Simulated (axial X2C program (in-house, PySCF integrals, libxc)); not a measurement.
# A two-component session on SeF: EOM-IP-CCSD levels

Aim: EOM-IP-CCSD levels of SeF, with spin–orbit coupling in the Hamiltonian from the start.

The runs use an in-house X2C program for linear molecules on PySCF integrals; two-component X2C with atomic mean-field terms, Se dyall-acv3z, F dyall-av3z.

All values are calculated.

## (1) The job

Input file task.json:

```json
{
 "zs": [
  34,
  9
 ],
 "q": 0,
 "bas": [
  "dyall-acv3z",
  "dyall-av3z"
 ],
 "r0": 1.8,
 "eom": "ip",
 "rq": -1,
 "thr": -2.0,
 "nmax": 95,
 "grid": [
  1,
  0.96,
  1.045,
  0.92,
  1.09,
  1.15
 ]
}
```

Keys: zs atomic numbers; q charge; bas basis sets; r0 starting distance in Å; eom kind of EOM run; thr threshold in hartree for freezing inner shells (an s shell follows its p shell); nmax most natural virtual spinors; grid distances as factors.

On the command line:

```
$ python soeom.py task.json out
```

Nuclei are Gaussian, cores are contracted, and the Gaunt term is on.

## (2) EOM-IP-CCSD at 1.847 Å

Reference: the closed shell SeF⁻; 14 electrons correlated, 92 virtual spinors; roots sought by Ω: 1/2: 4, 3/2: 3, 5/2: 1.

Output:

```text
two-component X2C + atomic mean field  HF
basis functions 172  fitting functions 927  grid points 5076
iter        total energy     max residual
   1      -2523.398856890     2.92e+00
   2      -2526.890104488     7.15e-02
   3      -2526.911311102     2.69e-02
   4      -2526.921314216     1.85e-03
   5      -2526.921421014     9.28e-04
   6      -2526.921435272     3.91e-04
   7      -2526.921439713     1.55e-04
   8      -2526.921441060     4.25e-05
   9      -2526.921441181     1.37e-05
  10      -2526.921441188     3.54e-06
  11      -2526.921441189     1.84e-06
converged
one-electron -3703.74717346  Coulomb 1187.22434416  exact exchange -97.16735975  xc functional 0.00000000  nuclear repulsion 87.67094020  atomic mean-field constant -0.90219233
correlated 14  virtual 242  natural virtual 92  E(MP2) -0.433563319  MP2 remainder -0.024683423
iter   CCSD correlation   residual
   1     -0.410091821   1.30e-01
   2     -0.420440020   5.37e-02
   3     -0.423249394   1.97e-02
   4     -0.423176414   5.82e-03
   5     -0.423203184   1.97e-03
   6     -0.423207637   5.98e-04
   7     -0.423202902   2.00e-04
   8     -0.423204019   5.59e-05
   9     -0.423203829   1.88e-05
  10     -0.423203723   7.61e-06
  11     -0.423203654   4.35e-06
  12     -0.423203635   2.76e-06
(T) -0.015279529  T1 0.0188  D1 0.0378  max T2 0.076
EOM-IP-CCSD roots
2*Omega      energy/Eh   energy/eV  one-particle weight
    1       0.09534243      2.5944      0.943
    1       0.27808941      7.5672      0.000
    1       0.30330341      8.2533      0.905
    1       0.30976972      8.4293      0.901
    3       0.08681010      2.3622      0.945
    3       0.27916245      7.5964      0.001
    3       0.30177056      8.2116      0.905
    5       0.34078959      9.2734      0.000
```

T1 in the output is the amplitude norm over the root of the electron number; divide by √2 for the Lee–Taylor value.

| Ω | vertical IE (eV) | above lowest (cm⁻¹) | spinor | weight |
| --- | --- | --- | --- | --- |
| 3/2 | 2.362 | 0 | 87% Se pπ, 8% F pπ | 0.94 |
| 1/2 | 2.594 | 1870 | 86% Se pπ, 8% F pπ | 0.94 |
| 3/2 | 8.212 | 47180 | 90% F pπ | 0.90 |
| 1/2 | 8.253 | 47510 | 88% F pπ, 6% Se pπ | 0.90 |
| 1/2 | 8.429 | 48930 | 64% F pσ, 18% Se pσ, 13% Se sσ | 0.90 |

Run time: 18 s. Hardware: 1 thread of Arm Neoverse N1, shared host; peak memory 0.85 GiB.

## (3) EOM-IP-CCSD at 1.773 Å

| Ω | vertical IE (eV) | above lowest (cm⁻¹) | spinor | weight |
| --- | --- | --- | --- | --- |
| 3/2 | 2.183 | 0 | 85% Se pπ, 8% F pπ | 0.94 |
| 1/2 | 2.412 | 1850 | 85% Se pπ, 8% F pπ | 0.94 |
| 3/2 | 8.658 | 52230 | 89% F pπ, 6% Se pπ | 0.90 |
| 1/2 | 8.686 | 52460 | 49% F pπ, 26% F pσ, 8% Se pσ | 0.91 |
| 1/2 | 8.725 | 52760 | 42% F pπ, 30% F pσ, 10% Se pσ | 0.91 |

It took 18 s on 1 thread of Arm Neoverse N1, shared host; peak memory 0.85 GiB.

## (4) EOM-IP-CCSD at 1.930 Å

| Ω | vertical IE (eV) | above lowest (cm⁻¹) | spinor | weight |
| --- | --- | --- | --- | --- |
| 3/2 | 2.558 | 0 | 88% Se pπ, 7% F pπ | 0.94 |
| 1/2 | 2.792 | 1890 | 88% Se pπ, 7% F pπ | 0.94 |
| 3/2 | 7.773 | 42060 | 91% F pπ | 0.90 |
| 1/2 | 7.813 | 42390 | 90% F pπ | 0.90 |
| 1/2 | 8.081 | 44550 | 70% F pσ, 17% Se pσ, 9% Se sσ | 0.89 |

Wall time 21 s (1 thread of Arm Neoverse N1, shared host); peak memory 0.88 GiB.

## (5) EOM-IP-CCSD at 1.699 Å

| Ω | vertical IE (eV) | above lowest (cm⁻¹) | spinor | weight |
| --- | --- | --- | --- | --- |
| 3/2 | 1.997 | 0 | 83% Se pπ, 9% F pπ | 0.94 |
| 1/2 | 2.225 | 1840 | 83% Se pπ, 9% F pπ | 0.94 |
| 1/2 | 8.937 | 55970 | 51% F pσ, 23% Se sσ, 20% Se pσ | 0.91 |
| 3/2 | 9.168 | 57830 | 88% F pπ, 7% Se pπ | 0.90 |
| 1/2 | 9.217 | 58230 | 87% F pπ, 7% Se pπ | 0.90 |

Run time: 19 s. Hardware: 1 thread of Arm Neoverse N1, shared host; peak memory 0.89 GiB.

## (6) EOM-IP-CCSD at 2.013 Å

| Ω | vertical IE (eV) | above lowest (cm⁻¹) | spinor | weight |
| --- | --- | --- | --- | --- |
| 3/2 | 2.747 | 0 | 90% Se pπ, 6% F pπ | 0.94 |
| 1/2 | 2.984 | 1910 | 89% Se pπ, 7% F pπ | 0.94 |
| 3/2 | 7.389 | 37440 | 92% F pπ | 0.90 |
| 1/2 | 7.426 | 37730 | 90% F pπ | 0.90 |
| 1/2 | 7.723 | 40130 | 74% F pσ, 15% Se pσ, 6% Se sσ | 0.88 |

It took 22 s on 1 thread of Arm Neoverse N1, shared host; peak memory 0.89 GiB.

## (7) EOM-IP-CCSD at 2.124 Å

| Ω | vertical IE (eV) | above lowest (cm⁻¹) | spinor | weight |
| --- | --- | --- | --- | --- |
| 3/2 | 2.992 | 0 | 91% Se pπ | 0.94 |
| 1/2 | 3.232 | 1930 | 90% Se pπ, 6% F pπ | 0.94 |
| 3/2 | 6.927 | 31740 | 92% F pπ | 0.72 |
| 1/2 | 6.970 | 32090 | 90% F pπ | 0.90 |
| 1/2 | 7.254 | 34370 | 77% F pσ, 14% Se pσ | 0.87 |

Wall time 22 s (1 thread of Arm Neoverse N1, shared host); peak memory 0.89 GiB.

## (8) Curves of the states

Energies in eV from the lowest point of the lowest state; states are followed by energy order within each Ω.

| R (Å) | (1)Ω=3/2 | (1)Ω=1/2 | (3)Ω=1/2 | (4)Ω=1/2 |
| --- | --- | --- | --- | --- |
| 1.699 | 0.0080 | 0.2356 | 6.9476 | 7.2277 |
| 1.773 | 0.0000 | 0.2299 | 6.5038 | 6.5420 |
| 1.847 | 0.1250 | 0.3572 | 6.0161 | 6.1920 |
| 1.930 | 0.3710 | 0.6057 | 5.6262 | 5.8945 |
| 2.013 | 0.6877 | 0.9247 | 5.3660 | 5.6631 |
| 2.124 | 1.1705 | 1.4102 | 5.1488 | 5.4319 |

Constants where the minimum is well bracketed (masses 79.917 and 18.998 u):

| state | Te (cm⁻¹) | Re (Å) | ωe (cm⁻¹) |
| --- | --- | --- | --- |
| (1)Ω=3/2 | 0 | 1.739 | 714 |
| (1)Ω=1/2 | 1850 | 1.738 | 716 |

## (9) What came out

```
                     quantity                            value
       lowest root at 1.847 Å                Ω = 3/2, 2.362 eV
next root led by one particle  Ω = 1/2, about 1870 cm⁻¹ higher
          T1 of the reference                            0.013
      lowest state, Re and ωe                1.739 Å, 714 cm⁻¹
```

In words: Removing an electron from the reference determinant of SeF⁻ costs 2.36 eV and empties a spinor of 87% Se pπ, 8% F pπ. Errors of 0.1 to 0.3 eV are usual at this size, and roots led by higher excitations are left out, so the list is incomplete, and low states of that kind can be missing. The bond is 0.109 Å shorter than in the closed-shell reference at CCSD (1.848 Å).
